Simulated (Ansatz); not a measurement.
# SnH₃+ (triplet): the correlation ladder, def2-SVP

How much of the correlation energy of SnH₃+ (triplet) does each wave-function method recover here?

The runs use Ansatz 0.2.0, Gaussian basis; def2-SVP, core rule «outside noble gas», up to 9 orbitals frozen.

To be run: UHF; CCSD(T) on ROHF; CCSD(T) on UHF; BCCD(T) on ROHF; CISD; CCSDT(Q) on ROHF; CCSDT(Q) on UHF; CISDTQ; CCSDTQ on ROHF; CCSDTQ on UHF; CASSCF and MRCISD+Q, 6 electrons in 7 orbitals; CASSCF and NEVPT2, 6 electrons in 7 orbitals; Full CI; Full CI in the symmetry of the determinant.

7 further runs of the same task are left out: 3 for a known fault of the program, 4 set aside as unsound or not needed.

### Step 1. What is computed

The geometry is a PBE0/def2-TZVP stationary point (not a proven minimum) of the parent state, kept for this charge and spin. No spin-orbit coupling is included. Elements past krypton take def2 core potentials.

4 atoms, charge 1, spin multiplicity 3.

Atoms are counted from 1 here; the program's logs count them from 0.

Bond lengths: Sn1–H2 1.715 Å, Sn1–H3 1.715 Å, Sn1–H4 1.715 Å. Angles: H2–Sn1–H3 109.7°, H2–Sn1–H4 109.7°, H3–Sn1–H4 109.7°.

### Step 2. UHF

The input, in.yaml:

```yaml
crystal:
  periodic: [false, false, false]
  atoms:
    - {symbol: Sn, position_ang: [0.000046, 0.000005, -0.014048]}
    - {symbol: H, position_ang: [1.617032, 0.013522, 0.556831]}
    - {symbol: H, position_ang: [-0.823095, 1.394937, 0.549273]}
    - {symbol: H, position_ang: [-0.799363, -1.408992, 0.548448]}
basis:
  gaussian: {orbitals: def2-SVP}
total_charge: 1
magnetization: {spin_polarized: true, initial_magnetization: 2}
hamiltonian: {xc: hf}
output: {orbitals: {seedname: orbitals}}
```

Run with:

```
> ansatz run in.yaml --threads 1 --pin off --events-out ev --progress --plain --max-ram 3968MiB --backend cpu
```

After this run come: CCSD(T) on ROHF; CCSD(T) on UHF; BCCD(T) on ROHF; CISD; CCSDT(Q) on ROHF; CCSDT(Q) on UHF; CISDTQ; CCSDTQ on ROHF; CCSDTQ on UHF; CASSCF and MRCISD+Q, 6 electrons in 7 orbitals; CASSCF and NEVPT2, 6 electrons in 7 orbitals; Full CI; Full CI in the symmetry of the determinant.

**Question.** What will the summary of the whole plan be? Wanted: FCI below the RHF energy; RMP2 from FCI; UMP2 from FCI; RCCSD from FCI; RCCSD(T) from FCI; UCCSD(T) from FCI; RCCSDT(Q) from FCI; UCCSDT(Q) from FCI; NEVPT2 valence from FCI.

As calculated:

| quantity | value |
| --- | --- |
| FCI below the RHF energy | -2.5309 eV |
| RMP2 from FCI | +69.4 kJ/mol |
| UMP2 from FCI | +72.9 kJ/mol |
| RCCSD from FCI | +7.7 kJ/mol |
| RCCSD(T) from FCI | +1.9 kJ/mol |
| UCCSD(T) from FCI | +0.5 kJ/mol |
| RCCSDT(Q) from FCI | -0.1 kJ/mol |
| UCCSDT(Q) from FCI | -1.6 kJ/mol |
| NEVPT2 valence from FCI | +31.5 kJ/mol |
| MRCISD+Q valence from FCI | -0.2 kJ/mol |
| levels within 1 kcal/mol (43 meV) | RCCSD(T), UCCSD(T), BCCD(T), RCCSDT, UCCSDT, RCCSDT(Q), UCCSDT(Q), RCCSDTQ, UCCSDTQ, MRCISD valence, MRCISD+Q valence |
| T1 diagnostic | 0.032 |
| effectively unpaired electrons | 2.05 |

RCCSD(T) misses by +1.9 kJ/mol, 0.8 % of the correlation energy. UCCSDT, UCCSDT(Q), UCCSDTQ fall below full CI: unrestricted runs freeze a spin-polarised core, another one than full CI's, and coupled cluster isn't variational. One determinant dominates. Of the multireference levels listed MRCISD+Q valence comes nearest in total energy (-0.2 kJ/mol), which doesn't show that its space is the better one. Coupled cluster took another determinant than the lowest Hartree-Fock one. These misses are within one basis, not against nature; the frozen cores of restricted and unrestricted runs differ, which can shift their rows.
